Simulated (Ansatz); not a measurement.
**HSeO2−: one structure at several levels**

One table from this session's results is given with a row withheld; the runs are named, their logs left out.

The runs use Ansatz 0.2.0, Gaussian basis; single points in def2-TZVPPD.

Correlated methods freeze the cores. Filled d shells of the heavier atoms are correlated.

## The system as given

4 atoms, charge -1, spin multiplicity 1.

Atoms are counted from 1 here; the program's logs count them from 0.

Bond lengths: O1–Se2 1.670 Å, Se2–O3 1.893 Å, O3–H4 0.987 Å. Angles: O1–Se2–O3 99.6°, Se2–O3–H4 107.7°.

As a file:

```xyz
4
charge -1, multiplicity 1
O     0.8774    0.1410    1.2792
Se   -0.7192    0.2909    0.8134
O    -0.5550   -0.1451   -1.0209
H     0.4079   -0.2068   -1.2306
```

The first run:

Input file run/in.yaml:

```yaml
crystal:
  periodic: [false, false, false]
  atoms:
    - {symbol: O, position_ang: [0.877412, 0.141045, 1.279217]}
    - {symbol: Se, position_ang: [-0.719181, 0.290894, 0.813411]}
    - {symbol: O, position_ang: [-0.555024, -0.145128, -1.020908]}
    - {symbol: H, position_ang: [0.407888, -0.206811, -1.230575]}
basis:
  gaussian: {orbitals: "def2-TZVPPD.json"}
total_charge: -1
hamiltonian: {xc: pbe, dispersion: d4}
output: {forces: true}
```

The basis file named in the input lies beside it (Basis Set Exchange, JSON).

Run with:

```bash
ansatz run in.yaml --threads 2 --pin off --events-out ev --progress --plain --max-ram 3481MiB
```

Among the steps run: PBE-D4/def2-TZVPPD; r2SCAN-D4/def2-TZVPPD; PBE0-D4/def2-TZVPPD; wB97M-V/def2-TZVPPD; CCSD(T)/def2-TZVPPD.

One table of the session follows, with a row left open; its other results are not shown here.

| method | RMS force component (eV/Å) | angle to CCSD(T) forces (°) |
| --- | --- | --- |
| PBE-D4 | ? | ? |
| r2SCAN-D4 | 0.605 | 9.9 |
| PBE0-D4 | 0.567 | 19.1 |
| wB97M-V | 0.563 | 15.6 |
| CCSD(T) | 0.634 | reference |

Estimate the missing values for PBE-D4.

**Answer.** RMS force component (eV/Å): 0.727; angle to CCSD(T) forces (°): 24.5. In the column «RMS force component (eV/Å)» it is the highest.

Limits of these values: The anion's highest level is positive in at least one run, so there the basis alone may hold the extra electron.
